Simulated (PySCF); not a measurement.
# (F)2Hf(OSiH2)2O: geometry, NMR shifts and electronic excitations

Wanted: the NMR shifts and electronic excitations of (F)2Hf(OSiH2)2O, by calculation.

Computed with PySCF 2.14.0, with density-fitted response routines of our own, on a single molecule in the gas phase. Atoms are numbered from 0 throughout.

## Step 1: Starting geometry

12 atoms, charge 0, multiplicity 1; geometry from: GFN1-xTB. The atoms were then displaced at random by about 0.03 Å, so the start is not that level's minimum.

Bonds of the start (Å): Hf0–F1 1.90, Hf0–F2 1.78, Hf0–O3 2.00, Hf0–O7 1.87, O3–Si4 1.53, Si4–O5 1.63, Si4–H8 1.53, Si4–H9 1.41, O5–Si6 1.69, Si6–O7 1.60, Si6–H10 1.42, Si6–H11 1.44.

## Step 2: Geometry optimisation at PBE0-D3(BJ)/def2-SVP

The job: settings as JSON, then the geometry in Å.

```
{"job": {"xc": "PBE0", "basis": "def2-SVP", "d3": "d3bj", "grid": 1, "maxiter": 40, "shake": 0.03, "kind": "geom"}, "charge": 0, "multiplicity": 1}
Hf    -1.435990    -0.806340     0.593280
F     -3.098330    -0.945680    -0.310410
F     -1.792200    -1.447520     2.220580
O     -0.994290     1.139970     0.726620
Si     0.294540     1.782690     0.197970
O      1.194970     0.602900    -0.476130
Si     1.293560    -1.038930    -0.852110
O     -0.083770    -1.684920    -0.354100
H      1.036130     2.299520     1.434440
H      0.006330     2.769880    -0.769080
H      1.310210    -1.147420    -2.266620
H      2.384310    -1.606920    -0.093430
```

Command:

```console
> OMP_NUM_THREADS=1 python probes_run.py task.json out
```

The driver reads the jobs from task.json and runs them one after another.

Standard output:

```text
step   0  E = -1054.01233955  max force = 0.088905
step   1  E = -1054.05010689  max force = 0.034078
step   2  E = -1054.05495179  max force = 0.012599
step   3  E = -1054.05731939  max force = 0.008655
step   4  E = -1054.05837479  max force = 0.008857
step   5  E = -1054.05911745  max force = 0.008969
step   6  E = -1054.05937942  max force = 0.003788
step   7  E = -1054.05944797  max force = 0.001140
step   8  E = -1054.05945720  max force = 0.000869
step   9  E = -1054.05946594  max force = 0.000768
step  10  E = -1054.05947085  max force = 0.000750
step  11  E = -1054.05947369  max force = 0.000515
step  12  E = -1054.05947406  max force = 0.000249
optimisation converged
```

It took 11 min on 1 thread of Intel Xeon at 2.50GHz, shared host; peak memory 0.65 GiB.

The steps of the relaxation:

```tsv
step	energy from step 0 (eV)	largest force component (eV/Å)
0	0.0000	4.5717
1	-1.0277	1.7524
2	-1.1595	0.6479
3	-1.2240	0.4451
4	-1.2527	0.4554
5	-1.2729	0.4612
6	-1.2800	0.1948
7	-1.2819	0.0586
8	-1.2821	0.0447
9	-1.2824	0.0395
10	-1.2825	0.0386
11	-1.2826	0.0265
12	-1.2826	0.0128
```

Close pairs (by a distance rule), those that changed most:

```tsv
bond	before (Å)	after (Å)	change (Å)
Hf0–Si6	3.097	3.334	+0.237
Hf0–Si4	3.139	3.335	+0.195
O3–Si4	1.534	1.670	+0.136
Hf0–F2	1.785	1.920	+0.135
Hf0–O7	1.870	1.944	+0.074
Si4–H9	1.412	1.485	+0.073
Si6–O7	1.601	1.670	+0.069
Si6–H10	1.419	1.485	+0.066
```

The final coordinates are the input of the step that follows.

```tsv
at the end point	value
rotational constants (GHz, main isotopes)	1.538, 0.665, 0.574
dipole moment (D)	1.39
```

## Step 3: NMR shieldings: PBE0/def2-TZVP+pcSseg-1

The job: settings as JSON, then the geometry in Å.

```
{"job": {"kind": "nmr", "xc": "PBE0", "basis": {"default": "pcSseg-1", "Hf": "def2-TZVP"}}, "charge": 0, "multiplicity": 1}
Hf    -1.545122    -0.973714     0.702863
F     -3.166848    -1.279522    -0.278303
F     -1.566084    -1.708636     2.476683
O     -1.086711     0.915048     0.740480
Si     0.207938     1.816853     0.194154
O      1.252610     0.769032    -0.561960
Si     1.376273    -0.852811    -0.900044
O      0.008077    -1.590981    -0.290371
H      0.897125     2.444337     1.350686
H     -0.267915     2.824320    -0.787471
H      1.427701    -1.042799    -2.372028
H      2.578427    -1.403896    -0.223680
```

With the program's defaults for keys left out, this is: GIAO PBE0/pcSseg-1 Hf:def2-TZVP NMR shielding, scalar relativity only through core potentials, gas phase.

Standard output:

```text
coarse grid: 57696 points
cycle   1  E = -1054.1506569094  dE = -1.869e+01  |g| = 1.489e+00  |ddm| = 7.475e+00
cycle   2  E = -1053.3706282197  dE =  7.800e-01  |g| = 2.541e+00  |ddm| = 2.481e+00
cycle   3  E = -1054.5118203983  dE = -1.141e+00  |g| = 2.594e-01  |ddm| = 1.721e+00
cycle   4  E = -1054.5251612626  dE = -1.334e-02  |g| = 1.101e-01  |ddm| = 2.554e-01
cycle   5  E = -1054.5269159666  dE = -1.755e-03  |g| = 4.744e-02  |ddm| = 8.374e-02
cycle   6  E = -1054.5273510028  dE = -4.350e-04  |g| = 3.971e-03  |ddm| = 3.577e-02
cycle   7  E = -1054.5273524728  dE = -1.470e-06  |g| = 3.103e-03  |ddm| = 3.769e-03
final grid: 117552 points
cycle   8  E = -1054.5272713229  dE =  2.599e-06  |g| = 5.365e-03  |ddm| = 4.172e-03
cycle   9  E = -1054.5272619982  dE =  9.325e-06  |g| = 9.380e-03  |ddm| = 7.279e-03
cycle  10  E = -1054.5272757933  dE = -1.380e-05  |g| = 2.357e-04  |ddm| = 4.638e-03
cycle  11  E = -1054.5272758026  dE = -9.348e-09  |g| = 3.040e-05  |ddm| = 1.458e-04
cycle  12  E = -1054.5272758028  dE = -1.548e-10  |g| = 1.157e-05  |ddm| = 2.929e-05
converged SCF energy = -1054.5272758028

GIAO shielding tensors (ppm)
atom      isotropic    diamagn.    paramagn.     s11        s22        s33       span
  0 Hf         nan         nan         nan        nan        nan        nan        nan
  1 F       89.273     472.184    -382.911    -93.303    -39.125    400.247    493.551
  2 F       89.929     472.231    -382.301    -93.327    -38.244    401.359    494.686
  3 O       69.912     399.814    -329.902    -51.370    -25.650    286.754    338.124
  4 Si     385.548     878.714    -493.166    365.118    389.948    401.578     36.460
  5 O      242.843     401.526    -158.683    168.613    217.571    342.345    173.732
  6 Si     385.585     878.708    -493.122    365.147    390.071    401.538     36.391
  7 O       69.833     399.849    -330.016    -51.507    -25.694    286.700    338.207
  8 H       26.178      28.117      -1.939     23.041     23.649     31.843      8.802
  9 H       26.192      28.078      -1.886     23.046     23.655     31.876      8.830
 10 H       26.191      28.058      -1.866     23.046     23.654     31.875      8.829
 11 H       26.176      28.109      -1.932     23.041     23.648     31.840      8.799
```

It took 2.1 min on 1 thread of Intel Xeon at 2.50GHz, shared host; peak memory 1.2 GiB.

The references, computed at this level on geometries of the same kind, shield at (ppm): ¹H TMS 31.27, ²⁹Si TMS 352.0, ¹⁹F CFCl3 177.2, ¹⁷O H2O 334.6. Their shielding less the atom's gives the shift. The references are single molecules in the gas phase, so shifts against H2O, NH3, PH3, H3PO4 or CFCl3 are not on the usual liquid scales and can be off by tens of ppm. Atoms listed in one row are averaged.

```tsv
atoms	environment	σ (ppm)	δ (ppm)
H8, H9, H10, H11		26.18	5.08
F1, F2	fluorine bonded to Hf	89.6	87.6
O3, O7	oxygen bonded to Hf, Si	69.9	264.7
O5	oxygen bonded to 2 Si	242.8	91.7
Si4, Si6		385.6	-33.6
```

Atoms past Kr carry core potentials, so their printed shieldings have no meaning and are left out of the table.

The run also stored atomic charges by several schemes (e):

```tsv
atoms	Mulliken	ESP fit
Hf0	1.53	1.81
F1, F2	-0.42	-0.47
O3, O7	-0.74	-0.73
Si4, Si6	1.04	0.86
O5	-0.77	-0.62
```

Mayer bond orders: Hf0–F1 1.00, Hf0–F2 1.00, Hf0–O3 1.02, Hf0–O7 1.02, O3–Si4 0.90, Si4–O5 0.90, O5–Si6 0.90, Si6–O7 0.90.

With diffuse functions Mulliken charges and Mayer bond orders lose their meaning; the other schemes are steadier.

The fields below are evaluated on a grid from the run's orbitals.

Frontier orbitals at PBE0/def2-TZVP+pcSseg-1, with the share of their density that lies nearest to each atom:

```tsv
orbital	energy (eV)	lies on
HOMO	-8.80	O5 25 %; 4 H atoms about 15 % each
LUMO	-0.82	Hf0 33 %; F1, F2 about 14 % each; O3, O7 about 13 % each
```

ELF in a plane through or near 6 of the atoms.

Values, 10 rows by 14 columns:
```
0.00 0.00 0.00 0.00 0.00 0.00 0.00 0.00 0.00 0.00 0.00 0.00 0.00 0.00
0.00 0.00 0.00 0.00 0.00 0.00 0.00 0.00 0.01 0.01 0.00 0.00 0.00 0.00
0.00 0.00 0.00 0.00 0.01 0.33 0.35 0.11 0.27 0.22 0.02 0.00 0.00 0.00
0.00 0.00 0.00 0.00 0.08 0.78 0.54 0.61 0.72 0.15 0.04 0.00 0.00 0.00
0.00 0.00 0.01 0.02 0.80 0.28 0.78 0.36 0.49 0.75 0.27 0.00 0.00 0.00
0.00 0.00 0.01 0.06 0.81 0.81 0.22 0.09 0.80 0.76 0.60 0.01 0.00 0.00
0.00 0.00 0.00 0.01 0.04 0.70 0.53 0.68 0.79 0.13 0.03 0.00 0.00 0.00
0.00 0.00 0.00 0.00 0.06 0.59 0.74 0.36 0.13 0.39 0.05 0.00 0.00 0.00
0.00 0.00 0.00 0.00 0.00 0.02 0.02 0.01 0.07 0.04 0.00 0.00 0.00 0.00
0.00 0.00 0.00 0.00 0.00 0.00 0.00 0.00 0.00 0.00 0.00 0.00 0.00 0.00
```
The map spans 11.3 Å across and 9.7 Å up, centred on the molecule. Atoms in the plane (x, y in Å): Hf0 (-2.0, 0.0), O3 (-0.7, 1.5), Si4 (1.0, 1.6), O5 (1.6, 0.0), Si6 (1.0, -1.6), O7 (-0.7, -1.5).

log10 of the density (e/Å³) in the same plane.

Ten even steps from '0' (-4.0) to '9' (1.8):
```
0000000000000000000000000000
0000000000000001111000000000
0000000000011122222210000000
0000000001222333333221000000
0000000123444444554432100000
0000001234566555665432100000
0000122345678767975432100000
0001223445689767975532100000
0012334677667666676543100000
0012345777765556787653210000
0012345777765556787653210000
0012334677666666676543100000
0001223445689767975532100000
0000112345678767975432100000
0000001234566555665432100000
0000000123444444554432100000
0000000001222333333221000000
0000000000011122222210000000
0000000000000000111000000000
0000000000000000000000000000
```
The map spans 11.3 Å across and 9.7 Å up, centred on the molecule. Atoms in the plane (x, y in Å): Hf0 (-2.0, 0.0), O3 (-0.7, 1.5), Si4 (1.0, 1.6), O5 (1.6, 0.0), Si6 (1.0, -1.6), O7 (-0.7, -1.5).

On the surface of density 0.002 e/bohr³ the electrostatic potential runs, from the 1st to the 99th percentile, from -1.06 V near F1 to 3.76 V near Hf0.

## Step 4: Excited states and response: PBE0/def2-SVPD

The job, as its differences from that of step 3:

```diff
@@ -1,2 +1,2 @@
-{"job": {"kind": "nmr", "xc": "PBE0", "basis": {"default": "pcSseg-1", "Hf": "def2-TZVP"}}, "charge": 0, "multiplicity": 1}
+{"job": {"kind": "uv", "xc": "PBE0", "basis": "def2-SVPD", "ip": true, "nstates": 10}, "charge": 0, "multiplicity": 1}
 Hf    -1.545122    -0.973714     0.702863
```

Level: TDDFT PBE0/def2-SVPD, vertical, gas phase, core orbitals frozen in the response.

Standard output:

```text
coarse grid: 57696 points
cycle   1  E = -1053.7348740464  dE = -1.221e+01  |g| = 1.341e+00  |ddm| = 9.646e+00
cycle   2  E = -1053.1807069335  dE =  5.542e-01  |g| = 2.167e+00  |ddm| = 3.829e+00
cycle   3  E = -1054.0696866512  dE = -8.890e-01  |g| = 2.512e-01  |ddm| = 2.097e+00
cycle   4  E = -1054.0821327693  dE = -1.245e-02  |g| = 9.691e-02  |ddm| = 4.316e-01
cycle   5  E = -1054.0835656249  dE = -1.433e-03  |g| = 4.606e-02  |ddm| = 1.576e-01
cycle   6  E = -1054.0839986878  dE = -4.331e-04  |g| = 2.778e-03  |ddm| = 6.548e-02
cycle   7  E = -1054.0840002125  dE = -1.525e-06  |g| = 1.454e-03  |ddm| = 8.693e-03
final grid: 117552 points
cycle   8  E = -1054.0837672630  dE =  3.875e-07  |g| = 2.310e-03  |ddm| = 6.519e-03
cycle   9  E = -1054.0837653653  dE =  1.898e-06  |g| = 4.008e-03  |ddm| = 5.934e-03
cycle  10  E = -1054.0837682083  dE = -2.843e-06  |g| = 1.050e-04  |ddm| = 3.647e-03
cycle  11  E = -1054.0837682102  dE = -1.832e-09  |g| = 3.699e-05  |ddm| = 2.623e-04
cycle  12  E = -1054.0837682104  dE = -2.481e-10  |g| = 6.592e-06  |ddm| = 5.456e-05
converged SCF energy = -1054.0837682104

Static polarisability (au): isotropic 87.920, principal 78.286 88.662 96.813

Singlet excitations
state   eV       nm        f      main configurations
  1   6.8335    181.4   0.00049   H->L 0.94
  2   7.2648    170.7   0.00000   H-1->L 0.90
  3   7.3695    168.2   0.02116   H->L+2 0.72, H->L+3 0.23
  4   7.4045    167.4   0.00026   H->L+3 0.63, H->L+2 0.20, H->L+6 0.10
  5   7.4203    167.1   0.02482   H->L+1 0.96
  6   7.7516    159.9   0.00002   H-1->L+2 0.65, H->L+5 0.25
  7   7.7972    159.0   0.00467   H-1->L+1 0.53, H-2->L 0.37
  8   7.8941    157.1   0.00008   H-1->L+3 0.46, H->L+5 0.24, H->L+4 0.16
  9   7.9871    155.2   0.00001   H-3->L 0.86
 10   8.0303    154.4   0.00397   H-4->L 0.77

Triplet excitations (Tamm-Dancoff, eV): 6.7111 7.0872 7.0945 7.2136
Vertical ionisation energy (delta-SCF) = 10.6159 eV
```

Wall time 6.8 min (1 thread of Intel Xeon at 2.50GHz, shared host); peak memory 1.2 GiB.

Frontier orbitals and where they lie:

```tsv
orbital	eV	atoms
HOMO−3	-10.28	O3 35 %, O7 35 %, Hf0 7 %
HOMO−2	-10.01	O5 48 %, O7 20 %, O3 20 %
HOMO−1	-9.40	O3 17 %, O7 17 %, Si4 12 %
HOMO	-8.77	O5 23 %, Si6 14 %, Si4 14 %
LUMO	-0.88	Hf0 54 %, O7 9 %, O3 9 %
LUMO+1	-0.35	Hf0 68 %, F2 7 %, F1 7 %
LUMO+2	-0.31	Hf0 56 %, O3 8 %, O7 8 %
```

With each of the 10 states as a Gaussian band of 0.4 eV half-width at 1/e, the curve within the window shown has maxima at 167 nm (ε 2,000) L/(mol cm). Beyond the last state computed it falls off for lack of states. The curve at chosen wavelengths:

```
 nm  ε (L/mol/cm)
149           133
151           220
153           337
155           492
157           701
159           972
161          1289
163          1603
165          1846
167          1954
169          1897
171          1694
173          1397
175          1068
177           762
179           511
181           325
183           197
185           116
187            67
189            38
191            22
193            13
195             7
197             4
199             3
```

Leading natural transition orbitals of singlet state 5: the hole lies on O5 20 %; 4 H atoms about 14 % each; O3, O7 about 9 % each; the particle on Hf0 64 %; F1, F2 about 8 % each; O3, O7 about 8 % each.

Leading natural transition orbitals of singlet state 1: the hole lies on O5 22 %; 4 H atoms about 14 % each; O3, O7 about 7 % each; the particle on Hf0 31 %; O3, O7 about 11 % each; F1, F2 about 10 % each.

Further results of this job:

```tsv
property	computed
dipole moment (D)	1.44
polarisability (Å³)	13.03
HOMO–LUMO gap (eV)	7.90
−ε(HOMO) (eV)	8.77
```

## Step 5: NMR shieldings: KT2/def2-TZVP+pcSseg-1

The job, as its differences from that of step 4:

```diff
@@ -1,2 +1,2 @@
-{"job": {"kind": "uv", "xc": "PBE0", "basis": "def2-SVPD", "ip": true, "nstates": 10}, "charge": 0, "multiplicity": 1}
+{"job": {"kind": "nmr", "xc": "KT2", "basis": {"default": "pcSseg-1", "Hf": "def2-TZVP"}, "pop": false}, "charge": 0, "multiplicity": 1}
 Hf    -1.545122    -0.973714     0.702863
```

Method: GIAO KT2/pcSseg-1 Hf:def2-TZVP NMR shielding, scalar relativity only through core potentials, gas phase.

Standard output:

```text
coarse grid: 57696 points
cycle   1  E = -1065.7359842543  dE = -1.825e+01  |g| = 1.759e+00  |ddm| = 7.506e+00
cycle   2  E = -1063.2223011487  dE =  2.514e+00  |g| = 3.884e+00  |ddm| = 4.376e+00
cycle   3  E = -1066.2049154199  dE = -2.983e+00  |g| = 4.892e-01  |ddm| = 3.639e+00
cycle   4  E = -1066.2458606536  dE = -4.095e-02  |g| = 3.126e-01  |ddm| = 5.853e-01
cycle   5  E = -1066.2633042538  dE = -1.744e-02  |g| = 1.308e-01  |ddm| = 2.512e-01
cycle   6  E = -1066.2666472886  dE = -3.343e-03  |g| = 2.386e-02  |ddm| = 1.103e-01
cycle   7  E = -1066.2667370215  dE = -8.973e-05  |g| = 1.456e-02  |ddm| = 2.440e-02
cycle   8  E = -1066.2667692845  dE = -3.226e-05  |g| = 3.798e-03  |ddm| = 9.007e-03
cycle   9  E = -1066.2667722562  dE = -2.972e-06  |g| = 3.539e-04  |ddm| = 3.033e-03
final grid: 117552 points
cycle  10  E = -1066.2665283100  dE = -1.005e-06  |g| = 6.897e-04  |ddm| = 1.993e-03
cycle  11  E = -1066.2665279479  dE =  3.621e-07  |g| = 1.551e-03  |ddm| = 1.281e-03
cycle  12  E = -1066.2665283938  dE = -4.459e-07  |g| = 2.081e-04  |ddm| = 9.209e-04
cycle  13  E = -1066.2665284022  dE = -8.343e-09  |g| = 5.083e-05  |ddm| = 1.997e-04
cycle  14  E = -1066.2665284025  dE = -3.381e-10  |g| = 2.920e-05  |ddm| = 4.430e-05
converged SCF energy = -1066.2665284025

GIAO shielding tensors (ppm)
atom      isotropic    diamagn.    paramagn.     s11        s22        s33       span
  0 Hf         nan         nan         nan        nan        nan        nan        nan
  1 F       54.632     473.292    -418.660   -135.976    -75.286    375.158    511.134
  2 F       55.469     473.330    -417.861   -135.932    -74.214    376.551    512.483
  3 O       53.787     399.695    -345.908    -70.139    -39.081    270.581    340.720
  4 Si     392.027     881.975    -489.947    371.901    399.462    404.719     32.817
  5 O      228.071     401.552    -173.481    148.535    193.708    341.970    193.435
  6 Si     392.065     881.968    -489.903    371.923    399.576    404.697     32.774
  7 O       53.700     399.728    -346.029    -70.283    -39.152    270.534    340.817
  8 H       25.884      28.203      -2.319     22.770     23.339     31.544      8.775
  9 H       25.900      28.162      -2.262     22.780     23.348     31.573      8.793
 10 H       25.900      28.141      -2.241     22.781     23.347     31.571      8.791
 11 H       25.883      28.195      -2.311     22.770     23.338     31.542      8.772
```

Wall time 1.8 min (1 thread of Intel Xeon at 2.50GHz, shared host); peak memory 1.2 GiB.

In short: δ F1 83.5, O3 276.9, O5 102.6, Si4 -31.0, H8 5.29 ppm (means over like atoms).

## Step 6: Side by side: NMR shifts

Shifts (ppm), means over like atoms, with basis size and wall time:

```tsv
run	H8	F1	O3	O5	Si4	functions	time
PBE0/def2-TZVP+pcSseg-1	5.08	87.6	264.7	91.7	-33.6	193	2.1 min
KT2/def2-TZVP+pcSseg-1	5.29	83.5	276.9	102.6	-31.0	193	1.8 min
```

## Step 7: Outcome

| quantity | value |
| --- | --- |
| rotational constants (main isotopes) | 1.54, 0.66, 0.57 GHz |
| ¹H shifts against TMS (PBE0/def2-TZVP+pcSseg-1, means over atoms taken as alike) | 5.08 ppm |
| ¹⁹F shifts against CFCl3 (PBE0/def2-TZVP+pcSseg-1, means over atoms taken as alike) | 87.6 ppm |
| ¹⁷O shifts against H2O (PBE0/def2-TZVP+pcSseg-1, means over atoms taken as alike) | 264.7, 91.7 ppm |
| ²⁹Si shifts against TMS (PBE0/def2-TZVP+pcSseg-1, means over atoms taken as alike) | -33.6 ppm |
| surface potential, 1st and 99th percentile | -1.06 V and 3.76 V |
| lowest singlet (PBE0/def2-SVPD) | 6.83 eV (181 nm), f = 0.000 |
| brightest single state of those computed | state 5, 7.42 eV, f = 0.025 |
| lowest triplet | 6.71 eV |
| vertical ionisation energy (ΔSCF) | 10.62 eV |
| range of the shift of O3 | 264.7 to 276.9 ppm |

In words: The start was shaken at random, so part of the energy gained undoes that. Relaxing lowered the energy by 1.283 eV in 12 steps; the close pair that moved most is Hf0–Si6, from 3.097 to 3.334 Å. At PBE0/def2-TZVP+pcSseg-1: The widest tensor belongs to F1, F2: span 494 ppm, with a paramagnetic part of -383 ppm. At PBE0/def2-TZVP+pcSseg-1, counted by nearest atom on the grid, the HOMO lies on O5 25 %; 4 H atoms about 15 % each, the LUMO on Hf0 33 %; F1, F2 about 14 % each. The first singlet state (HOMO→LUMO 0.94) lies at 6.83 eV and is dark; of the 10 states computed, the strongest absorption comes from state 5 at 7.42 eV. The lowest triplet lies 0.12 eV below the lowest singlet (triplets in Tamm-Dancoff, singlets in full TDDFT). Spin-orbit coupling, left out, mixes singlets and triplets in elements this heavy. The orbital energy would give 8.77 eV for ionisation, ΔSCF gives 10.62 eV. Across the 2 runs the shift of O3 (with its like atoms) moves most, between 264.7 (PBE0/def2-TZVP+pcSseg-1) and 276.9 ppm (KT2/def2-TZVP+pcSseg-1). Spin-orbit coupling is left out, which matters for shieldings and couplings at and beside the heavy atoms.
